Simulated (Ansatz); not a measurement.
# C₂H₇AlSn: a ladder of functionals and wavefunction methods

The task here is to estimate one member of a computed series from the others.

Computed with Ansatz 0.2.0, Gaussian basis. Level: functionals in def2-TZVPP, the program's frozen cores in correlated methods.

Levels to be run: PBE-D4, r2SCAN-D4, PBE0-D4, B3LYP-D4, ωB97X-V, ωB97M-V, B2PLYP; CCSD(T)/def2-TZVPP; MP2/def2-QZVPP; extrapolation to the limit.

**Structure used throughout**

All runs share one geometry, relaxed beforehand with PBE0-D4 in a triple-zeta def2 set. Sn takes the def2 core potential; no spin-orbit term is included.

SMILES `[AlH2]/[CH]=[CH]/[SnH3]`, 11 atoms, charge 0, spin multiplicity 1.

Atoms are counted from 1 here; the program's logs count them from 0.

Bond lengths: Al1–C2 1.943 Å, Al1–H5 1.588 Å, Al1–H6 1.588 Å, C2–C3 1.340 Å, C2–H7 1.092 Å, C3–Sn4 2.141 Å, C3–H8 1.092 Å, Sn4–H9 1.708 Å, Sn4–H10 1.708 Å, Sn4–H11 1.708 Å. Angles: C2–Al1–H5 116.0°, C2–Al1–H6 122.5°, H5–Al1–H6 121.5°, Al1–C2–C3 118.5°, Al1–C2–H7 123.2°, C3–C2–H7 118.3°, C2–C3–Sn4 124.5°, C2–C3–H8 118.9°, Sn4–C3–H8 116.5°, C3–Sn4–H9 109.6°, C3–Sn4–H10 110.2°, C3–Sn4–H11 109.5°, H9–Sn4–H10 109.5°, H9–Sn4–H11 108.6°, H10–Sn4–H11 109.5°.

Set-up of the first run:

The input, in.yaml:

```yaml
crystal:
  periodic: [false, false, false]
  atoms:
    - {symbol: Al, position_ang: [-1.113219, 2.152965, 1.082870]}
    - {symbol: C, position_ang: [-0.823151, 0.433005, 0.225686]}
    - {symbol: C, position_ang: [0.436799, 0.027769, 0.014041]}
    - {symbol: Sn, position_ang: [0.976479, -1.826608, -0.910606]}
    - {symbol: H, position_ang: [0.194721, 2.963311, 1.476313]}
    - {symbol: H, position_ang: [-2.564535, 2.725673, 1.378790]}
    - {symbol: H, position_ang: [-1.637040, -0.221329, -0.092672]}
    - {symbol: H, position_ang: [1.258872, 0.673723, 0.328147]}
    - {symbol: H, position_ang: [0.331476, -1.886458, -2.490998]}
    - {symbol: H, position_ang: [2.676489, -1.975335, -0.983181]}
    - {symbol: H, position_ang: [0.328510, -3.123616, -0.007788]}
basis:
  gaussian: {orbitals: def2-TZVPP}
hamiltonian: {xc: pbe, dispersion: d4}
output: {forces: true, orbitals: {seedname: orbitals}}
```

Launch:

```sh
> ansatz run in.yaml --threads 4 --pin off --events-out ev --progress --plain --max-ram 10444MiB
```

Among the steps run: PBE-D4 (GGA); r2SCAN-D4 (meta-GGA); PBE0-D4 (hybrid); B3LYP-D4 (hybrid); ωB97X-V (range-separated); ωB97M-V (range-separated); B2PLYP (double hybrid); CCSD(T) in def2-TZVPP; MP2 in def2-QZVPP.

One table of the session follows, with a row left open; its other results are not shown here.

It belongs to the step «Atomisation energies». 

| method | atomisation energy (eV) |
| --- | --- |
| PBE-D4 | 35.129 |
| r2SCAN-D4 | ? |
| PBE0-D4 | 34.802 |
| B3LYP-D4 | 34.964 |
| ωB97X-V | 35.223 |
| ωB97M-V | 35.054 |
| B2PLYP | 34.535 |
| HF/def2-TZVPP | 25.850 |
| MP2/def2-TZVPP | 34.249 |
| CCSD/def2-TZVPP | 33.894 |
| CCSD(T)/def2-TZVPP | 34.381 |
| MP2/CBS | 35.046 |
| CCSD(T)/CBS | 35.178 |

Estimate the missing values for r2SCAN-D4.

**Answer.** atomisation energy (eV): 35.016. In the column «atomisation energy (eV)» it lies between B3LYP-D4 (34.964) and MP2/CBS (35.046).

Limits of these values: Free atoms (1 Al, 2 C, 1 Sn, 7 H) were run apart at each level; the atomisation energy is their sum less the molecule, without zero-point or spin-orbit terms.
